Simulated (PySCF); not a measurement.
# GeCl2 with other numerical set-ups

The method stays; parts of the set-up, such as the basis or the Hamiltonian, are changed.

The runs use PySCF 2.14.0; method and basis as typed in the scripts.

1 further run of the same task is left out (it didn't finish).

### 1 The system as given

GeCl2: 3 atoms, charge 0, spin multiplicity 1.

Bond lengths: Ge1–Cl2 2.257 Å, Ge1–Cl3 2.257 Å. Angles: Cl2–Ge1–Cl3 100.2°.

### 2 Base script

input.py

```python
from pyscf import gto, scf, mp

mol = gto.M(
    atom='Ge -0.0148 -0.7032 0; Cl 0.0158 0.7438 1.732; Cl 0.0158 0.7438 -1.732',
    basis='def2-svp',
    charge=0,
    spin=0,
    symmetry=True,
    verbose=4,
)
mf = scf.UHF(mol)
mf.kernel()
mp.MP2(mf).kernel()
mf.dip_moment()
print('orbital energies (hartree):', [e[max(0, n-3):n+3].round(4) for e, n in zip(mf.mo_energy, mol.nelec)])
```

Launch:

```bash
$ python input.py
```

The log of this run is left out.

In short: E(SCF) = -2993.895694 Eh, 11 cycles, E(MP2) − E(SCF) = -0.52123 Eh, μ = 2.83 D (of the SCF density).

### 3 Crenbl (core potential on)

Run 1 changes basis set: def2-svp → crenbl; core potential: off → on. The core potential changes with it: totals don't compare.

input.py

```python
from pyscf import gto, scf, mp

mol = gto.M(
    atom='Ge -0.0148 -0.7032 0; Cl 0.0158 0.7438 1.732; Cl 0.0158 0.7438 -1.732',
    basis='crenbl',
    ecp={'Ge': 'crenbl', 'Cl': 'crenbl'},
    charge=0,
    spin=0,
    symmetry=True,
    verbose=4,
)
mf = scf.UHF(mol)
mf.kernel()
mp.MP2(mf).kernel()
mf.dip_moment()
print('orbital energies (hartree):', [e[max(0, n-3):n+3].round(4) for e, n in zip(mf.mo_energy, mol.nelec)])
```

Launch:

```bash
$ python input.py
```

### 4 Lanl2dz (core potential on)

Run 2 changes basis set: def2-svp → lanl2dz; core potential: off → on. The core potential changes with it: totals don't compare.

input.py: that of step 2 with these lines changed.

```diff
@@ -4,3 +4,4 @@
     atom='Ge -0.0148 -0.7032 0; Cl 0.0158 0.7438 1.732; Cl 0.0158 0.7438 -1.732',
-    basis='def2-svp',
+    basis='lanl2dz',
+    ecp={'Ge': 'lanl2dz', 'Cl': 'lanl2dz'},
     charge=0,
```

Q: Predict the outcome of this session. Wanted: for each run, E(SCF); from base; gap; SCF dipole; after the SCF.

**Answer**, as computed:

```csv
run,E(SCF) (hartree),from base (eV),cycles,gap (eV),SCF dipole (D),functions,after the SCF
base,-2993.895694,0,11,10.37,2.83,68,MP2 correlation -14.183 eV
crenbl (core potential on),-123.253942,not comparable,10,10.16,4.29,64,MP2 correlation -11.115 eV
lanl2dz (core potential on),-33.116663,not comparable,8,9.99,4.12,24,MP2 correlation -2.761 eV
```

What this shows: Total energies from different bases, Hamiltonians or methods carry different errors, so properties are taken as differences within one set-up.
